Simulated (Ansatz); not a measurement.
**F2OSW: how energies converge with the basis set**

The task here is to estimate one member of a computed series from the others.

Program: Ansatz 0.2.0, Gaussian basis. Level of theory: one geometry, several basis sets. These are calculated values, not measurements.

The runs, in order: PBE0-D4/def2-SVP; ωB97M-V/def2-SVP; PBE0-D4/def2-QZVPP; ωB97M-V/def2-QZVPP; the functionals' def2-TZVPP values are taken from earlier runs.

### The relaxed structure

An earlier PBE0-D4 in a triple-zeta def2 set relaxation fixed the geometry. W takes the def2 core potential; no spin-orbit term is included.

SMILES `[O]=[W]([F])([F])=[S]`, 5 atoms, charge 0, spin multiplicity 1.

Atoms are counted from 1 here; the program's logs count them from 0.

Bond lengths: O1–W2 1.688 Å, W2–F3 1.845 Å, W2–F4 1.845 Å, W2–S5 2.120 Å. Angles: O1–W2–F3 108.8°, O1–W2–F4 108.8°, O1–W2–S5 107.5°, F3–W2–F4 113.4°, F3–W2–S5 109.1°, F4–W2–S5 109.1°.

Coordinates:

```mol
F2OSW
  3D, bonds by distance, orders not assigned

  5  4  0  0  0  0  0  0  0  0999 V2000
   -0.7156   -0.4908    1.4740 O   0  0
    0.0170   -0.0945    0.0060 W   0  0
    1.8159   -0.4911    0.1122 F   0  0
   -0.8510   -0.9903   -1.3535 F   0  0
   -0.2164    1.9931   -0.2803 S   0  0
  1  2  8  0
  2  3  8  0
  2  4  8  0
  2  5  8  0
M  END
```

The first run:

in.yaml reads:

```yaml
crystal:
  periodic: [false, false, false]
  atoms:
    - {symbol: O, position_ang: [-0.715575, -0.490795, 1.474038]}
    - {symbol: W, position_ang: [0.017029, -0.094450, 0.006034]}
    - {symbol: F, position_ang: [1.815870, -0.491067, 0.112199]}
    - {symbol: F, position_ang: [-0.850995, -0.990346, -1.353492]}
    - {symbol: S, position_ang: [-0.216430, 1.993057, -0.280280]}
basis:
  gaussian: {orbitals: def2-SVP}
hamiltonian: {xc: pbe0, dispersion: d4}
output: {orbitals: {seedname: orbitals}}
```

Command:

```bash
$ ansatz run in.yaml --threads 4 --pin off --events-out ev --progress --plain --max-ram 10444MiB
```

Steps of the session up to this table: PBE0-D4 in def2-SVP; ωB97M-V in def2-SVP; PBE0-D4 in def2-QZVPP; ωB97M-V in def2-QZVPP.

One table of the session follows, with a row left open; its other results are not shown here.

It belongs to the step «Functionals by basis». 

| functional | basis | HOMO (eV) | LUMO (eV) |
| --- | --- | --- | --- |
| PBE0-D4 | def2-SVP | -8.38 | -3.05 |
| PBE0-D4 | def2-TZVPP | -8.33 | -2.98 |
| PBE0-D4 | def2-QZVPP | -8.34 | -2.99 |
| ωB97M-V | def2-SVP | ? | ? |
| ωB97M-V | def2-TZVPP | -10.41 | -0.83 |
| ωB97M-V | def2-QZVPP | -10.43 | -0.86 |

Estimate the missing values for ωB97M-V, def2-SVP.

**Answer.** HOMO (eV): -10.43; LUMO (eV): -0.89.
